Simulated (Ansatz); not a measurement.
Crystal: Ba2Tl5V3O12.

```xyz
22
Lattice="10.9746 0.0000 0.0000 0.0000 10.9746 0.0000 0.0000 0.0000 6.6040" Properties=species:S:1:pos:R:3 pbc="T T T"
Ba    0.0000    5.4873    0.0000
Ba    5.4873    0.0000    0.0000
V     5.4873    5.4873    0.0000
V     5.4873    0.0000    3.3020
V     0.0000    5.4873    3.3020
Tl    5.4873    5.4873    3.3020
Tl    7.8205    3.1541    2.6567
Tl    3.1541    7.8205    2.6567
Tl    7.8205    7.8205    3.9473
Tl    3.1541    3.1541    3.9473
O     4.5066    6.4680    1.0415
O     6.4680    4.5066    1.0415
O     6.4680    6.4680    5.5625
O     4.5066    4.5066    5.5625
O     6.4378    0.9405    2.2043
O     4.5368    0.9405    4.3997
O     6.4378   10.0340    4.3997
O     4.5368   10.0340    2.2043
O     0.9405    6.4378    2.2043
O     0.9405    4.5368    4.3997
O    10.0340    6.4378    4.3997
O    10.0340    4.5368    2.2043
```

The cell was built by a generator and needn't be a form met in nature.

* Program: Ansatz 0.2.0
* Task: relaxation of cell and atoms
* Functional: BLYP
* Potentials or basis: Ansatz PAW
* Cutoff: 420 eV (not typed: the program's choice for these potentials)
* k mesh: 2 × 2 × 3
* Occupations: fermi-dirac, width 0.05 eV
* Spin: collinear spin, ferromagnetic start
* Starting moments: [0.0, 0.0, 2.0, 2.0, 2.0, 0.0, 0.0, 0.0, 0.0, 0.0, 0.0, 0.0, 0.0, 0.0, 0.0, 0.0, 0.0, 0.0, 0.0, 0.0, 0.0, 0.0] μB

At the start: volume 36.15 Å³/atom.

Task: Where does the relaxation end?

Result: It ends after 10 steps and the volume is 39.26 Å³/atom (+8.6 %); space group P-42m (No. 111, to 0.05 Å); moment 0.00 μB per cell.

The path:
```tsv
step	energy change (eV)	largest force (eV/Å)	volume (Å³)
1	0.0000	0.2586	795.39
2	0.0410	0.3087	853.20
3	-0.0732	0.1244	834.77
4	-0.0762	0.0378	837.52
5	-0.0711	0.0140	842.86
6	-0.0698	0.0120	844.02
7	-0.1628	0.0118	844.02
8	-0.1557	0.0121	855.89
9	-0.1459	0.0041	863.74
10	-0.1764	0.0040	863.74
```

Final structure:
```
Ba V Tl O
1.0
    11.36784    0.00000    0.00000
     0.00000   11.36784    0.00000
     0.00000    0.00000    6.68389
Ba V Tl O
2 3 5 12
Direct
  0.00000 0.50000 0.00000
  0.50000 0.00000 0.00000
  0.50000 0.50000 0.00000
  0.50000 0.00000 0.50000
  0.00000 0.50000 0.50000
  0.50000 0.50000 0.50000
  0.71778 0.28222 0.36216
  0.28222 0.71778 0.36216
  0.71778 0.71778 0.63784
  0.28222 0.28222 0.63784
  0.41308 0.58692 0.15610
  0.58692 0.41308 0.15610
  0.58692 0.58692 0.84390
  0.41308 0.41308 0.84390
  0.58386 0.08359 0.33460
  0.41614 0.08359 0.66540
  0.58386 0.91641 0.66540
  0.41614 0.91641 0.33460
  0.08359 0.58386 0.33460
  0.08359 0.41614 0.66540
  0.91641 0.58386 0.66540
  0.91641 0.41614 0.33460
```

Caveat: the plane-wave basis is chosen anew once the cell has moved, so the energies of steps on either side of that aren't comparable; the PAW data sets come from PBE, with cores solved anew for the run's functional, which leaves a small shift of forces and pressure; the starting moments weren't kept.
